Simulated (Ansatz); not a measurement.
# CH₃ClSSi: a ladder of functionals and wavefunction methods

The task here is to estimate one member of a computed series from the others.

Computed with Ansatz 0.2.0, Gaussian basis. Level: functionals in def2-TZVPP, the program's frozen cores in correlated methods.

The runs, in order: LDA (SPW92), PBE-D4, revPBE-D4, BLYP-D4, r2SCAN-D4, B97M-V, PBE0-D4, B3LYP-D4, r2SCANh-D4, r2SCAN0-D4, HSE06-D4, BHLYP-D4, CAM-B3LYP-D4, LC-ωPBE, ωB97X-V, ωB97M-V, B2PLYP, PBE-QIDH; CCSD(T)/def2-SVP; CCSD(T)/def2-TZVPP; MP2/def2-QZVPP; extrapolation to the limit; RPA on PBE.

## Structure used throughout

An earlier PBE0-D4 in a triple-zeta def2 set relaxation fixed the geometry.

7 atoms, charge 0, spin multiplicity 1.

Atoms are counted from 1 here; the program's logs count them from 0.

Bond lengths: Cl1–Si2 2.036 Å, Si2–C3 1.827 Å, Si2–S4 2.068 Å, Si2–H5 1.472 Å, C3–S4 1.880 Å, C3–H6 1.086 Å, C3–H7 1.086 Å. Angles: Cl1–Si2–C3 119.4°, Cl1–Si2–S4 120.5°, Cl1–Si2–H5 109.0°, C3–Si2–S4 57.3°, C3–Si2–H5 122.3°, S4–Si2–H5 120.4°, Si2–C3–S4 67.8°, Si2–C3–H6 119.3°, Si2–C3–H7 121.1°, S4–C3–H6 112.6°, S4–C3–H7 113.1°, H6–C3–H7 113.7°, Si2–S4–C3 54.9°.

Set-up of the first run:

File in.yaml:

```yaml
crystal:
  periodic: [false, false, false]
  atoms:
    - {symbol: Cl, position_ang: [0.964776, -1.797034, -1.507075]}
    - {symbol: Si, position_ang: [-0.003359, -0.857236, 0.018318]}
    - {symbol: C, position_ang: [-0.156981, 0.963413, -0.004954]}
    - {symbol: S, position_ang: [1.031868, 0.366906, 1.323898]}
    - {symbol: H, position_ang: [-1.080878, -1.730485, 0.511768]}
    - {symbol: H, position_ang: [0.340662, 1.528341, -0.787407]}
    - {symbol: H, position_ang: [-1.034889, 1.458095, 0.399652]}
basis:
  gaussian: {orbitals: def2-TZVPP}
hamiltonian: {xc: lda}
output: {orbitals: {seedname: orbitals}}
```

Command:

```bash
> ansatz run in.yaml --threads 2 --pin off --events-out ev --progress --plain --max-ram 4352MiB
```

Among the steps run: LDA; PBE-D4 (GGA); revPBE-D4 (GGA); BLYP-D4 (GGA); r2SCAN-D4 (meta-GGA); B97M-V (meta-GGA); PBE0-D4 (hybrid); B3LYP-D4 (hybrid); r2SCANh-D4 (hybrid); r2SCAN0-D4 (hybrid); HSE06-D4 (hybrid); BHLYP-D4 (hybrid); CAM-B3LYP-D4 (range-separated); LC-ωPBE (range-separated); ωB97X-V (range-separated); ωB97M-V (range-separated); B2PLYP (double hybrid); PBE-QIDH (double hybrid).

One table of the session follows, with a row left open; its other results are not shown here.

It belongs to the step «Frontier levels by functional». 

| functional | HOMO (eV) | gap (eV) |
| --- | --- | --- |
| LDA (SPW92) | -6.21 | 4.73 |
| PBE-D4 | -6.10 | 4.83 |
| revPBE-D4 | -6.06 | 4.87 |
| BLYP-D4 | -5.91 | 4.78 |
| r2SCAN-D4 | -6.35 | 5.37 |
| B97M-V | -6.43 | 5.46 |
| PBE0-D4 | -7.31 | 6.97 |
| B3LYP-D4 | -7.04 | 6.49 |
| r2SCANh-D4 | -6.80 | 6.14 |
| r2SCAN0-D4 | -7.47 | 7.30 |
| HSE06-D4 | -6.91 | 6.19 |
| BHLYP-D4 | -8.35 | 9.01 |
| CAM-B3LYP-D4 | ? | ? |
| LC-ωPBE | -10.02 | 11.91 |
| ωB97X-V | -9.65 | 11.45 |
| ωB97M-V | -9.47 | 11.03 |

**Question.** Estimate the row for CAM-B3LYP-D4.

**Answer.** HOMO (eV): -8.60; gap (eV): 9.35. In the column «HOMO (eV)» it lies between ωB97M-V (-9.47) and BHLYP-D4 (-8.35).
